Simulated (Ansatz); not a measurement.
# H3SBr (SMILES Br.S): a short trajectory

The task is to watch the atoms for 60 steps of 1.0 fs, started with velocities for 300 K and run with a Nosé-Hoover thermostat.

Computed with Ansatz 0.2.0, Gaussian basis. Level: PBE0-D4/def2-SVP.

## 1. The starting structure

The start, a pair relaxed at PBE0-D4: SMILES `Br.S`, 5 atoms, charge 0, spin multiplicity 1.

Atoms are counted from 1 here; the program's logs count them from 0.

Bond lengths: Br1–H2 1.444 Å, S3–H4 1.342 Å, S3–H5 1.342 Å. Angles: H4–S3–H5 92.4°.

Coordinates:

```
Br   -0.4623    0.5128   -2.4970
H    -0.0767    0.0106   -1.1992
S     0.4695   -0.6623    0.9840
H     0.8558    0.5820    1.3073
H    -0.7862   -0.4431    1.4050
```

## 2. The run

md/in.yaml

```yaml
crystal:
  periodic: [false, false, false]
  atoms:
    - {symbol: Br, position_ang: [-0.462316, 0.512809, -2.497015]}
    - {symbol: H, position_ang: [-0.076651, 0.010577, -1.199194]}
    - {symbol: S, position_ang: [0.469477, -0.662271, 0.984045]}
    - {symbol: H, position_ang: [0.855781, 0.582008, 1.307266]}
    - {symbol: H, position_ang: [-0.786191, -0.443122, 1.404998]}
basis:
  gaussian: {orbitals: def2-SVP}
hamiltonian: {xc: pbe0, dispersion: d4}
md: {n_steps: 60, timestep: 1.0, temperature: 300, ensemble: nvt_nose_hoover, seed: 672, initial_velocities: maxwell_boltzmann}
```

The run is started by

```sh
$ ansatz run in.yaml --threads 2 --pin off --events-out ev --progress --plain --max-ram 5222MiB
```

Q: Predict the outcome of this session. Wanted: temperature at the start; mean temperature, second half; lowest and highest potential energy, from the first frame; largest change of potential + kinetic.

**Answer**, as computed:

| quantity | value |
| --- | --- |
| length | 60 steps, 60.0 fs |
| temperature at the start | 300 K |
| mean temperature, second half | 93 K |
| lowest and highest potential energy, from the first frame | 0 and 102 meV |
| largest change of potential + kinetic | 5.7 meV |

In words: The thermostat trades energy with the molecule, so the sum of potential and kinetic energy isn't conserved: it changes by +5 meV over the run. The mean temperature of the second half is still well below the 300 K set. The temperature runs between 50 and 300 K. The bonding pattern stays as it was.
